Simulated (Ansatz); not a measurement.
# Cl₂MoOS: how energies converge with the basis set

How large a basis does Cl₂MoOS need? Two functionals are run in growing sets.

The runs use Ansatz 0.2.0, Gaussian basis; one geometry, several basis sets.

The runs, in order: PBE0-D4/def2-SVP; ωB97M-V/def2-SVP; PBE0-D4/def2-QZVPP; ωB97M-V/def2-QZVPP; the functionals' def2-TZVPP values are taken from earlier runs.

**1. The relaxed structure**

The geometry comes from an earlier relaxation with PBE0-D4 in a triple-zeta def2 set; it is a stationary point. Mo takes the def2 core potential; no spin-orbit term is included.

SMILES `[O]=[Mo](=[S])([Cl])[Cl]`, 5 atoms, charge 0, spin multiplicity 1.

Atoms are counted from 1 here; the program's logs count them from 0.

Bond lengths: O1–Mo2 1.658 Å, Mo2–S3 2.094 Å, Mo2–Cl4 2.236 Å, Mo2–Cl5 2.236 Å. Angles: O1–Mo2–S3 107.4°, O1–Mo2–Cl4 109.4°, O1–Mo2–Cl5 109.4°, S3–Mo2–Cl4 109.0°, S3–Mo2–Cl5 109.0°, Cl4–Mo2–Cl5 112.6°.

**2. PBE0-D4 in def2-SVP**

Contents of in.yaml:

```yaml
crystal:
  periodic: [false, false, false]
  atoms:
    - {symbol: O, position_ang: [0.007131, -0.082756, 1.739012]}
    - {symbol: Mo, position_ang: [0.008549, -0.017104, 0.082054]}
    - {symbol: S, position_ang: [1.496718, -1.325217, -0.594208]}
    - {symbol: Cl, position_ang: [-1.972776, -0.707841, -0.690010]}
    - {symbol: Cl, position_ang: [0.510277, 2.059218, -0.578249]}
basis:
  gaussian: {orbitals: def2-SVP}
hamiltonian: {xc: pbe0, dispersion: d4}
output: {orbitals: {seedname: orbitals}}
```

Further steps of the session: ωB97M-V in def2-SVP; PBE0-D4 in def2-QZVPP; ωB97M-V in def2-QZVPP.

**Question.** What will the summary of the whole plan be? Wanted: PBE0-D4: double and triple zeta above quadruple; ωB97M-V: double and triple zeta above quadruple.

The runs gave:

| quantity | value |
| --- | --- |
| PBE0-D4: double and triple zeta above quadruple | 16.90, 1.28 eV |
| ωB97M-V: double and triple zeta above quadruple | 16.74, 1.22 eV |

**Reading.** PBE0-D4 gains 15.62 eV from double to triple zeta, then 1.28 eV more. These are total energies; as a rule much of such shifts cancels in differences, which this series doesn't test.
